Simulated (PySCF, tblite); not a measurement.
# C₅H₂NO radical: geometry, infrared bands and EPR parameters

Wanted: the infrared bands and EPR parameters of C₅H₂NO radical (`N#Cc1[c]cco1`), by calculation.

Computed with tblite 0.8.0 and PySCF 2.14.0, with density-fitted response routines of our own, on a single molecule in the gas phase. Atoms are numbered from 0 throughout.

### Step 1. The starting structure

9 atoms, charge 0, multiplicity 2; geometry from: force field or distance geometry start.

Bonds of the start (Å): N0–C1 1.19, C1–C2 1.42, C2–C3 1.37, C3–C4 1.36, C4–C5 1.41, C5–O6 1.32, O6–C2 1.34, C4–H7 1.08, C5–H8 1.07.

### Step 2. Optimising the geometry with GFN2-xTB

The job: settings as JSON, then the geometry in Å.

```
{"job": {"kind": "relax", "xc": "GFN2-xTB", "basis": "xTB"}, "charge": 0, "multiplicity": 2}
N      3.460800     0.027000     0.068500
C      2.275800     0.003200     0.052800
C      0.852300    -0.037700     0.069600
C     -0.006400    -0.684600     0.924300
C     -1.281100    -0.412300     0.523200
C     -1.164900     0.418400    -0.606500
O      0.119200     0.618000    -0.836500
H     -2.231700    -0.724300     0.923900
H     -2.010400     0.798300    -1.144500
```

On the command line:

```
OMP_NUM_THREADS=1 python probes_run.py task.json out
```

The driver reads the jobs from task.json and runs them one after another.

**Question.** This job is followed by: GFN2-xTB harmonic vibrations, gas phase; UKS B3LYP, pcH-1 on C H N O, non-relativistic, mean-field spin-orbit, GIAO. What will the session give for the following? strongest single infrared mode (GFN2-xTB); zero-point energy (GFN2-xTB); g(iso) (B3LYP); ⟨S²⟩; largest a(iso); surface potential, 1st and 99th percentile.

**Answer**, as computed:

```
                                 quantity                  value
strongest single infrared mode (GFN2-xTB)  2374 cm⁻¹, 243 km/mol
             zero-point energy (GFN2-xTB)          34.2 kcal/mol
                           g(iso) (B3LYP)                2.00202
                                     ⟨S²⟩     0.759 (exact 0.75)
                           largest a(iso)   13C on C3, 550.0 MHz
    surface potential, 1st and 99th percentile     -1.69 V and 1.77 V
```

**Reading.** Over 24 steps the energy fell by 0.254 eV; of the close pairs, N0–C1 changed most, 1.185 to 1.146 Å. No mode is imaginary among the 21: a minimum at this level. The strongest single mode, at 2374 cm⁻¹, moves mainly C1 and N0. GFN2-xTB is a fitted tight-binding method: band positions and strengths are rough. Its intensities can rank the bands wrongly. C3 carries the largest spin population, 1.03 e. The isotropic g lies 0.3 ppt below the free-electron value.
